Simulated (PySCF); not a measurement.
# UB3LYP/STO-6G run of MnH (SMILES [H][Mn])

Aim: the vertical septet–quintet gap of MnH at UB3LYP/STO-6G, from 2 runs. 

The results are computed with PySCF 2.14.0.

9 further runs of the same task are left out: 3 that didn't finish, 6 set aside as unsound or not needed.

## (1) The system as given

MnH has 2 atoms, charge 0, and is taken as a septet. SMILES: `[H][Mn]`. Geometry: a GFN2-xTB relaxation, a rough one for these elements and not checked as a minimum.

Bond lengths: Mn1–H2 1.624 Å.

## (2) A single-point energy at UB3LYP/STO-6G

File calc.py:

```python
# MnH
from pyscf import gto, dft

molecule = gto.M(
    atom='Mn 0.000300 0.005880 -0.812040; H -0.000300 -0.005880 0.812040',
    charge=0,
    spin=6,
    verbose=4,
    max_memory=1860,
    basis='sto-6g',
)

ks = dft.UKS(molecule, xc='b3lyp')
ks.grids.level = 5
ks.conv_tol = 1e-10
ks.kernel()
if not ks.converged:
    ks = ks.newton().run(ks.mo_coeff, ks.mo_occ)

e_final = ks.e_tot
print('E(%s) = %.9f' % ('B3LYP', e_final))
```

Launch:

```
$ OMP_NUM_THREADS=1 python calc.py
```

Log:

```text
PySCF version 2.14.0

[INPUT] num. atoms = 2
[INPUT] num. electrons = 26
[INPUT] charge = 0
[INPUT] spin (= nelec alpha-beta = 2S) = 6
[INPUT] symmetry False subgroup None
[INPUT] Mole.unit = angstrom
[INPUT] Symbol           X                Y                Z      unit          X                Y                Z       unit  Magmom
[INPUT]  1 Mn     0.000300000000   0.005880000000  -0.812040000000 AA    0.000566917837   0.011111589612  -1.534533202192 Bohr   0.0
[INPUT]  2 H     -0.000300000000  -0.005880000000   0.812040000000 AA   -0.000566917837  -0.011111589612   1.534533202192 Bohr   0.0

nuclear repulsion = 8.14558553670285
number of shells = 9
number of NR pGTOs = 114
number of NR cGTOs = 19
basis = sto-6g
ecp = {}

******** <class 'pyscf.dft.uks.UKS'> ********
method = UKS
initial guess = minao
damping factor = 0
level_shift factor = 0
DIIS = <class 'pyscf.scf.diis.CDIIS'>
diis_start_cycle = 1
diis_space = 8
diis_damp = 0
SCF conv_tol = 1e-10
SCF conv_tol_grad = None
SCF max_cycles = 50
direct_scf = True
direct_scf_tol = 1e-13
number electrons alpha = 16  beta = 10
XC library pyscf.dft.libxc version 7.0.0
    S. Lehtola, C. Steigemann, M. J.T. Oliveira, and M. A.L. Marques.,  SoftwareX 7, 1–5 (2018)
XC functionals = b3lyp
    P. J. Stephens, F. J. Devlin, C. F. Chabalowski, and M. J. Frisch.,  J. Phys. Chem. 98, 11623 (1994)
radial grids:
    Treutler-Ahlrichs [JCP 102, 346 (1995); DOI:10.1063/1.469408] (M4) radial grids

becke partition: Becke, JCP 88, 2547 (1988); DOI:10.1063/1.454033
pruning grids: <function nwchem_prune>
grids dens level: 5
symmetrized grids: False
atomic radii adjust function: <function treutler_atomic_radii_adjust>
small_rho_cutoff = 0
Set gradient conv threshold to 1e-05
tot grids = 68816
init E= -1144.35933920072
[... the frontier-level lines of each cycle are left out ...]


cycle= 1 E= -1144.78242323462  delta_E= -0.423  |g|= 1.14  |ddm|= 3.95



cycle= 2 E= -1144.93683437258  delta_E= -0.154  |g|= 0.69  |ddm|= 3.81


cycle= 3 E= -1145.91439878149  delta_E= -0.978  |g|= 0.534  |ddm|= 2.55
cycle= 4 E= -1146.4839093369  delta_E= -0.57  |g|= 0.177  |ddm|= 2.28
cycle= 5 E= -1146.50285052326  delta_E= -0.0189  |g|= 0.106  |ddm|= 0.487
cycle= 6 E= -1146.5093557487  delta_E= -0.00651  |g|= 0.0705  |ddm|= 0.161
cycle= 7 E= -1146.51239659194  delta_E= -0.00304  |g|= 0.0339  |ddm|= 0.118


cycle= 8 E= -1146.51446646472  delta_E= -0.00207  |g|= 0.0104  |ddm|= 0.199


cycle= 9 E= -1146.51635039849  delta_E= -0.00188  |g|= 0.0184  |ddm|= 0.203


cycle= 10 E= -1146.51557781331  delta_E= 0.000773  |g|= 0.0178  |ddm|= 0.077
cycle= 11 E= -1146.5174656683  delta_E= -0.00189  |g|= 0.0172  |ddm|= 0.594
cycle= 12 E= -1146.51850134006  delta_E= -0.00104  |g|= 0.00789  |ddm|= 0.251
cycle= 13 E= -1146.51844693981  delta_E= 5.44e-05  |g|= 0.00621  |ddm|= 0.0252
cycle= 14 E= -1146.51852802331  delta_E= -8.11e-05  |g|= 0.00514  |ddm|= 0.0204
cycle= 15 E= -1146.51860818286  delta_E= -8.02e-05  |g|= 0.00351  |ddm|= 0.0511
cycle= 16 E= -1146.51863550339  delta_E= -2.73e-05  |g|= 0.000243  |ddm|= 0.0409
cycle= 17 E= -1146.51863548243  delta_E= 2.1e-08  |g|= 3.79e-05  |ddm|= 0.00232
cycle= 18 E= -1146.51863546773  delta_E= 1.47e-08  |g|= 6.99e-06  |ddm|= 0.00173
cycle= 19 E= -1146.51863546779  delta_E= -5.41e-11  |g|= 4.14e-06  |ddm|= 4.3e-05
Extra cycle  E= -1146.51863546782  delta_E= -3.59e-11  |g|= 6.78e-06  |ddm|= 4.33e-05
converged SCF energy = -1146.51863546782  <S^2> = 12.000618  2S+1 = 7.0001766
E(B3LYP) = -1146.518635468
```

Run time: 4.2 s. Hardware: 1 thread of Arm Neoverse V1, shared host; peak memory 0.18 GiB.

## (3) The quintet, same level

File run.py:

```python
from pyscf import gto, dft

mol = gto.M(
    atom='Mn 0.000300 0.005880 -0.812040; H -0.000300 -0.005880 0.812040',
    verbose=3,
    max_memory=1860,
    spin=4,
    basis='sto-6g',
    charge=0,
)

calc0 = dft.UKS(mol)
calc0.xc = 'b3lyp'
calc0.grids.level = 5
calc0.conv_tol = 1e-10
calc0.kernel()
if not calc0.converged:
    calc0 = calc0.newton().run(calc0.mo_coeff, calc0.mo_occ)

energy = calc0.e_tot
print('E = %.10f Eh' % energy)
```

Launch:

```
$ OMP_NUM_THREADS=1 python run.py
```

Log:

```text
WARN: HOMO 0.783877538052809 >= LUMO 0.186493618591258

WARN: HOMO -0.560464532744109 >= LUMO -1.50411041043939

converged SCF energy = -1146.5805036961  <S^2> = 6.1964624  2S+1 = 5.0779769
E = -1146.5805036961 Eh
```

It took 6 s on 1 thread of Arm Neoverse V1, shared host; peak memory 0.18 GiB.

## (4) Outcome

Level: UB3LYP/STO-6G.

```
                                       quantity           value
                           septet: total energy  -1146.51864 Eh
                          septet: dipole moment          0.89 D
     septet: HOMO energy (highest over α and β)         0.10 eV
      septet: LUMO energy (lowest over α and β)         0.71 eV
                                   septet: ⟨S²⟩          12.001
                          quintet: total energy  -1146.58050 Eh
                         quintet: dipole moment          0.36 D
    quintet: HOMO energy (highest over α and β)        -2.64 eV
     quintet: LUMO energy (lowest over α and β)         0.95 eV
                                  quintet: ⟨S²⟩           6.196
vertical energy of the quintet above the septet       -1.684 eV
```

In words: At this shape the quintet lies 1.68 eV (162 kJ/mol) below the septet. In a minimal basis such a difference can be off by several eV, whatever the method. ⟨S²⟩ (quintet) is 6.20 where a pure quintet has 6.00: the reference is spin-contaminated.
